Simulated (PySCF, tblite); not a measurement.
**C₂H₁₀Ge₂O, a small molecule taken as a stand-in for a surface group (Ge site with back bonds C, C, [GeH3]): NMR shifts, core binding energies and electronic excitations**

Aim: the NMR shifts, core binding energies and electronic excitations of `[CH3][Ge]([CH3])([OH])[GeH3]`.

Computed with tblite 0.8.0 and PySCF 2.14.0; each step states its level. No surroundings beyond the atoms listed, unless a continuum is named. Atoms count from 0, parts from 1.

## (1) The system as given

15 atoms, charge 0, multiplicity 1; geometry: distance geometry start.

## (2) Geometry optimisation with GFN2-xTB

Job settings and geometry (Å):

```
{"job": {"kind": "relax", "xc": "GFN2-xTB", "basis": "xTB"}, "charge": 0, "multiplicity": 1}
Ge     0.906019     0.030104     1.346705
C     -0.954221     0.502172     1.406847
C      1.581844     0.331092    -0.433043
Ge     1.188380    -2.284649     1.893140
O      1.872333     1.092492     2.536771
H     -1.207301     1.046303     0.555254
H     -1.139464     1.067527     2.256734
H     -1.523779    -0.377196     1.417104
H      1.747926     1.364346    -0.601985
H      2.493059    -0.154837    -0.571016
H      0.907210    -0.023351    -1.150907
H     -0.154949    -2.951789     1.942997
H      1.860993    -2.409039     3.246965
H      2.047003    -2.963118     0.903597
H      2.414732     0.739827     3.243053
```

With the program's defaults for keys left out, this is: GFN2-xTB geometry optimisation, gas phase.

Run with:

```sh
> OMP_NUM_THREADS=1 python cluster_run.py task.json out
```

One launch serves the whole session: the jobs run in the order shown.

**Question.** The jobs that follow are: PBE0-D3(BJ)/def2-SVP geometry optimisation, gas phase; GIAO PBE0/pcSseg-1 NMR shielding, non-relativistic, gas phase; delta-SCF UKS SCAN, pcX-2 on the ionised atom, pcseg-1 elsewhere, spin-free X2C; TDDFT CAM-B3LYP/def2-SVPD, vertical, gas phase, core orbitals frozen in the response. Predict: point group; rotational constants (main isotopes); ¹³C shifts against TMS (PBE0/pcSseg-1); ¹H shifts against TMS (PBE0/pcSseg-1); ⁷³Ge shifts against GeMe4 (PBE0/pcSseg-1); ¹⁷O shifts against H2O (PBE0/pcSseg-1); potential on the surface of density 0.002 e/bohr³, 1st and 99th percentile; C1s binding energies, SCAN/pcX-2; O1s binding energies, SCAN/pcX-2; lowest singlet (CAM-B3LYP/def2-SVPD); brightest single state of those computed; lowest triplet; vertical ionisation energy (ΔSCF).

The runs gave:

| quantity | value |
| --- | --- |
| point group | C1 |
| rotational constants (main isotopes) | 3.00, 1.13, 1.11 GHz |
| ¹³C shifts against TMS (PBE0/pcSseg-1) | 6.6, 3.3 ppm |
| ¹H shifts against TMS (PBE0/pcSseg-1) | 3.55, 3.48, 3.41, 0.75, 0.74, 0.68, 0.61, 0.22, 0.14, -0.16 ppm |
| ⁷³Ge shifts against GeMe4 (PBE0/pcSseg-1) | 88, -334 ppm |
| ¹⁷O shifts against H2O (PBE0/pcSseg-1) | 31.5 ppm |
| potential on the surface of density 0.002 e/bohr³, 1st and 99th percentile | -1.66 V and 1.76 V |
| C1s binding energies, SCAN/pcX-2 | C1 290.11, C2 290.08 eV |
| O1s binding energies, SCAN/pcX-2 | O4 537.41 eV |
| lowest singlet (CAM-B3LYP/def2-SVPD) | 6.35 eV (195 nm), f = 0.040 |
| brightest single state of those computed | state 5, 7.55 eV, f = 0.371 |
| lowest triplet | 5.81 eV |
| vertical ionisation energy (ΔSCF) | 9.49 eV |

In words: The start of the PBE0/def2-SVP relaxation was shaken at random by about 0.01 Å, so part of the energy gained, and of the first lengths quoted, undoes that. Over 12 steps the energy fell by 0.274 eV; of the close pairs, Ge3–H12 changed most, 1.470 to 1.543 Å (PBE0/def2-SVP). Hydrogens of an XH3 group are listed apart at this fixed geometry; free rotation makes them one line at their mean. At PBE0/pcSseg-1: The widest tensor belongs to Ge0: span 240 ppm, with a paramagnetic part of -1515 ppm. At SCAN/pcX-2: the C1s levels computed lie within 0.04 eV of one another, too close to rank. The first singlet state (HOMO→LUMO 0.49, HOMO→LUMO+1 0.44) lies at 6.35 eV and is weak; of the 6 states computed, the strongest absorption comes from state 5 at 7.55 eV. The lowest triplet lies 0.53 eV below the lowest singlet (triplets in Tamm-Dancoff, singlets in full TDDFT). ΔSCF puts the ionisation energy at 9.49 eV, 0.72 eV above −ε(HOMO). Spin-orbit coupling is left out, which matters for shieldings and couplings at and beside the heavy atoms. A capped cluster stands for the solid here, so long-range fields and strain are missing, and bands or shifts of the capping hydrogens have no counterpart in it.
